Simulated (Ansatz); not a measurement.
A first try at a polarisability from point charges of H5NSiTe, SMILES N[SiH2][TeH], using Ansatz 0.2.0, Python API.

`field.py`
```python
# -*- coding: utf-8 -*-
"""Dipole of H5NSiTe in the field of point charges."""

import logging
import sys

import ansatz as az
import numpy as np

logging.basicConfig(stream=sys.stdout, format="%(levelname)s %(message)s")
logger = logging.getLogger("ansatz_job")
logger.setLevel(logging.INFO)

SETTINGS = {
    "basis": "def2-SVP",
    "functional": "cam_b3lyp",
}

GEOMETRY = """
N    -1.05680    0.25900   -0.66700
Si    0.49970    0.37930    0.09830
Te    1.13740   -1.89070    0.83480
H    -0.92820   -0.29350   -1.52520
H    -1.31640    1.25860   -1.04320
H     0.44210    1.29750    1.25940
H     1.51800    0.89270   -0.86050
H    -0.20360   -1.96000    1.84760
"""


def main():
    h5nsite = az.Crystal.molecule()
    for line in GEOMETRY.strip().splitlines():
        symbol, *xyz = line.split()
        h5nsite = h5nsite.atom(symbol, [float(v) for v in xyz])

    job = h5nsite.calculation().basis(gaussian=SETTINGS["basis"]).functional(SETTINGS["functional"]).forces()
    # charges +q and -q at -R and +R make a nearly even field 2 k q / R^2 at the centre
    centre = np.mean([site.position_ang for site in h5nsite.cartesian_sites], axis=0)
    field = 2 * 14.399645 * 3.0 / 25.0 ** 2


    def dipole(axis, sign):
        arm = 25.0 * np.eye(3)[axis]
        pair = [{"charge": sign * 3.0, "position_ang": (centre - arm).tolist()}, {"charge": -sign * 3.0, "position_ang": (centre + arm).tolist()}]
        deck = job.input().set(az.key.basis.gaussian.point_charges, pair)
        return np.array(az.Session.from_dict(deck).execute().report["charge_distribution"]["dipole_moment_e_ang"])


    logger.info(f"field {field:.4f} V/A")
    alpha = np.array([(dipole(axis, 1) - dipole(axis, -1)) / (2 * field) * 14.399645 for axis in range(3)])
    logger.info("polarisability tensor (A^3)")
    print(np.array2string(alpha, precision=3, suppress_small=True))
    logger.info(f"mean {np.trace(alpha) / 3:.3f} A^3 = {np.trace(alpha) / 3 / 0.14818471:.2f} bohr^3")


if __name__ == "__main__":
    main()
```

```console
$ python field.py
INFO field 0.1382 V/A
Traceback (most recent call last):
  File "field.py", line 58, in <module>
    main()
    ~~~~^^
  File "field.py", line 51, in main
    alpha = np.array([(dipole(axis, 1) - dipole(axis, -1)) / (2 * field) * 14.399645 for axis in range(3)])
                       ~~~~~~^^^^^^^^^
  File "field.py", line 47, in dipole
    return np.array(az.Session.from_dict(deck).execute().report["charge_distribution"]["dipole_moment_e_ang"])
                    ^^^^^^^^^^^^^^^^^^^^^^^^^^^^^^^^^^
  ...
AttributeError: 'ansatz.Session' object has no attribute 'execute'
$ echo $?
1
```
(Library frames cut from the traceback.)

Find the fault and give the corrected script.

The fault: a session has to be planned before it's executed. The correction:

```diff
--- before
+++ after
@@ -46,3 +46,3 @@
         deck = job.input().set(az.key.basis.gaussian.point_charges, pair)
-        return np.array(az.Session.from_dict(deck).execute().report["charge_distribution"]["dipole_moment_e_ang"])
+        return np.array(az.Session.from_dict(deck).plan().execute().report["charge_distribution"]["dipole_moment_e_ang"])
```

The mended script runs so:

```console
$ python field.py
INFO field 0.1382 V/A
INFO polarisability tensor (A^3)
[[ 8.428 -1.042  0.102]
 [-1.075 11.32  -1.582]
 [ 0.101 -1.557  8.439]]
INFO mean 9.396 A^3 = 63.40 bohr^3
```

Reading the output:
- The geometry is a force-field or estimated start, not a minimum of this method, and the basis set is short of its limit. The field of two point charges is only nearly even.
- def2 sets replace the cores of elements past krypton by effective core potentials.
- Without diffuse functions polarisabilities are unreliable, as a rule too low, and they change with the bond lengths of this unrelaxed start.
- Run time: 43 s on 1 thread of AMD EPYC 7R43 64-Core Processor (Zen 3), with other jobs on the host, peak memory 0.26 GiB.

(A comment or docstring line of the script was reworded after the run, the code is as it ran; lines on the test bed's own set-up are left out of the output.)
